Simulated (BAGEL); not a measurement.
**BPH5Br (SMILES [PH3+][BH2-]Br): HF/6-31G(d) (density fitting with qzvpp-jkfit, spherical functions)**

Aim: the vertical ionisation energy of BPH5Br at HF/6-31G* (density fitting with qzvpp-jkfit, spherical functions), from 2 runs. 

Program for the calculation: BAGEL 1.2.2.

5 further runs of the same task are left out: 3 that didn't finish, 2 set aside as unsound or not needed.

## 1. The molecule

BPH5Br has 8 atoms, charge 0, and is taken as a singlet. SMILES: `[PH3+][BH2-]Br`. Geometry: relaxed at GFN2-xTB.

Bond lengths: P1–B2 1.920 Å, B2–Br3 2.002 Å, P1–H4 1.396 Å, P1–H5 1.379 Å, P1–H6 1.379 Å, B2–H7 1.185 Å, B2–H8 1.185 Å. Some angles: P1–B2–Br3 93.3°, P1–B2–H7 110.4°, P1–B2–H8 110.4°, Br3–B2–H7 112.1°, Br3–B2–H8 112.0°, B2–P1–H4 128.0°, B2–P1–H5 114.2°, B2–P1–H6 114.2°, H7–B2–H8 116.2°, H4–P1–H5 98.5°.

## 2. The energy at HF/6-31G(d) (density fitting with qzvpp-jkfit, spherical functions)

Contents of input.json:

```json
{ "bagel" : [

{
  "title" : "molecule",
  "basis" : "6-31gs.json",
  "df_basis" : "qzvpp-jkfit",
  "angstrom" : "true",
  "geometry" : [
    { "atom" : "P", "xyz" : [      -0.552170,       0.571140,      -0.291530 ] },
    { "atom" : "B", "xyz" : [       0.510210,      -0.968900,       0.139050 ] },
    { "atom" : "Br", "xyz" : [       1.674030,       0.046830,       1.412150 ] },
    { "atom" : "H", "xyz" : [      -1.633520,       0.650290,      -1.171600 ] },
    { "atom" : "H", "xyz" : [       0.174060,       1.643130,      -0.765050 ] },
    { "atom" : "H", "xyz" : [      -1.133950,       1.179170,       0.800510 ] },
    { "atom" : "H", "xyz" : [      -0.148120,      -1.784690,       0.690780 ] },
    { "atom" : "H", "xyz" : [       1.109460,      -1.336970,      -0.814320 ] }
  ]
},

{
  "title" : "hf"
},

{
  "title" : "print",
  "file" : "orbitals.molden",
  "orbitals" : "true"
}

]}
```

The basis set 6-31G* is read from a file made from the Basis Set Exchange's data (not shown).

On the command line:

```sh
$ BAGEL_NUM_THREADS=1 BAGEL input.json > input.out
```

The log of the run:

```text
* using 1 threads per process

  ===============================================================
  ===============================================================

  *** Geometry ***

  { "atom" : "P", "xyz" : [     -1.043450,      1.079298,     -0.550912 ] },
  { "atom" : "B", "xyz" : [      0.964157,     -1.830956,      0.262766 ] },
  { "atom" : "Br", "xyz" : [      3.163458,      0.088496,      2.668577 ] },
  { "atom" : "H", "xyz" : [     -3.086905,      1.228870,     -2.214003 ] },
  { "atom" : "H", "xyz" : [      0.328926,      3.105066,     -1.445735 ] },
  { "atom" : "H", "xyz" : [     -2.142855,      2.228308,      1.512745 ] },
  { "atom" : "H", "xyz" : [     -0.279906,     -3.372575,      1.305385 ] },
  { "atom" : "H", "xyz" : [      2.096576,     -2.526507,     -1.538842 ] },

  Number of auxiliary basis functions:      559

  Since a DF basis is specified, we compute 2- and 3-index integrals:
    o Being stored without compression. Storage requirement is 0.024 GB

  Number of basis functions:       74
  Number of electrons      :       60

    * METHOD: MOLECULE                             0.28

  *** RHF ***

  === Nuclear Repulsion ===
   227.0702740287

      * DIIS with orbital gradients will be used.

  === RHF iteration (6-31gs.json) ===
      0      -2940.34813037          0.00983971           0.08
      1      -2940.40796558          0.00321741           0.08
      2      -2940.41345881          0.00132165           0.08
      3      -2940.41424303          0.00019800           0.07
      4      -2940.41427672          0.00004763           0.07
      5      -2940.41427943          0.00001120           0.08
      6      -2940.41427956          0.00000380           0.07
      7      -2940.41427958          0.00000124           0.08
      8      -2940.41427958          0.00000033           0.07
      9      -2940.41427958          0.00000009           0.07
     10      -2940.41427958          0.00000003           0.07
     11      -2940.41427958          0.00000001           0.08
     12      -2940.41427958          0.00000000           0.08
    * SCF iteration converged.

    * Permanent dipole moment:
           (    1.574212,    -0.930834,     1.038447) a.u.

    * METHOD: HF                                   1.20

    * METHOD: PRINT                                0.01

  ===============================================================
```

Run time: 1.7 s. Hardware: 1 thread of Arm Neoverse V2, shared host; peak memory 0.13 GiB.

## 3. The doublet cation

Contents of input.json:

```json
{ "bagel" : [

{
  "title" : "molecule",
  "basis" : "6-31gs.json",
  "df_basis" : "qzvpp-jkfit",
  "angstrom" : true,
  "geometry" : [
    { "atom" : "P", "xyz" : [   -0.552170,    0.571140,   -0.291530 ] },
    { "atom" : "B", "xyz" : [    0.510210,   -0.968900,    0.139050 ] },
    { "atom" : "Br", "xyz" : [    1.674030,    0.046830,    1.412150 ] },
    { "atom" : "H", "xyz" : [   -1.633520,    0.650290,   -1.171600 ] },
    { "atom" : "H", "xyz" : [    0.174060,    1.643130,   -0.765050 ] },
    { "atom" : "H", "xyz" : [   -1.133950,    1.179170,    0.800510 ] },
    { "atom" : "H", "xyz" : [   -0.148120,   -1.784690,    0.690780 ] },
    { "atom" : "H", "xyz" : [    1.109460,   -1.336970,   -0.814320 ] }
  ]
},
{
  "title" : "uhf",
  "charge" : 1,
  "nopen" : 1
},
{
  "title" : "print",
  "file" : "orbitals.molden",
  "orbitals" : true
}

]}
```

The basis set 6-31G* is read from a file made from the Basis Set Exchange's data (not shown).

On the command line:

```sh
$ BAGEL_NUM_THREADS=1 BAGEL input.json > input.out
```

The log of the run:

```text
* using 1 threads per process

  ===============================================================
  ===============================================================

  *** Geometry ***

  { "atom" : "P", "xyz" : [     -1.043450,      1.079298,     -0.550912 ] },
  { "atom" : "B", "xyz" : [      0.964157,     -1.830956,      0.262766 ] },
  { "atom" : "Br", "xyz" : [      3.163458,      0.088496,      2.668577 ] },
  { "atom" : "H", "xyz" : [     -3.086905,      1.228870,     -2.214003 ] },
  { "atom" : "H", "xyz" : [      0.328926,      3.105066,     -1.445735 ] },
  { "atom" : "H", "xyz" : [     -2.142855,      2.228308,      1.512745 ] },
  { "atom" : "H", "xyz" : [     -0.279906,     -3.372575,      1.305385 ] },
  { "atom" : "H", "xyz" : [      2.096576,     -2.526507,     -1.538842 ] },

  Number of auxiliary basis functions:      559

  Since a DF basis is specified, we compute 2- and 3-index integrals:
    o Being stored without compression. Storage requirement is 0.024 GB

  Number of basis functions:       74
  Number of electrons      :       60

    * METHOD: MOLECULE                             0.28

  *** Open-shell HF ***

  === Nuclear Repulsion ===
   227.0702740287

      * DIIS with orbital gradients will be used.

  === UHF iteration (6-31gs.json) ===
      0      -2939.97902509          0.01940364           0.15
      1      -2940.06033882          0.00727293           0.15
      2      -2940.07517681          0.00318350           0.15
      3      -2940.08015674          0.00200348           0.15
      4      -2940.08355860          0.00098634           0.15
      5      -2940.08479216          0.00043623           0.15
      6      -2940.08507729          0.00020724           0.15
      7      -2940.08515448          0.00015513           0.14
      8      -2940.08523331          0.00009075           0.15
      9      -2940.08526354          0.00004062           0.15
[... 27 lines of this table left out ...]
     37      -2940.08526952          0.00000002           0.15
     38      -2940.08526952          0.00000002           0.15
     39      -2940.08526952          0.00000002           0.15
     40      -2940.08526952          0.00000001           0.15
    * SCF iteration converged.

    * S^2 (UHF) is 0.7590

    * Permanent dipole moment:
           (    1.113567,    -0.715216,     0.717406) a.u.

    * METHOD: UHF                                  6.22

    * METHOD: PRINT                                0.01

  ===============================================================
```

It took 6.9 s on 1 thread of Arm Neoverse V2, shared host; peak memory 0.13 GiB.

## 4. Results

Level: HF/6-31G* (density fitting with qzvpp-jkfit, spherical functions).

```
                                          quantity           value
                      singlet BPH5Br: total energy  -2940.41428 Eh
                     singlet BPH5Br: dipole moment          5.35 D
                       singlet BPH5Br: HOMO energy       -10.15 eV
                       singlet BPH5Br: LUMO energy         3.73 eV
                     singlet BPH5Br: HOMO–LUMO gap        13.88 eV
                      doublet cation: total energy  -2940.08527 Eh
                              doublet cation: ⟨S²⟩           0.759
vertical ionisation energy (to the doublet cation)        8.953 eV
```

The vertical ionisation energy comes to 8.95 eV (206 kcal/mol). −ε(HOMO) before ionisation, 10.15 eV, is 1.20 eV above this ionisation energy.
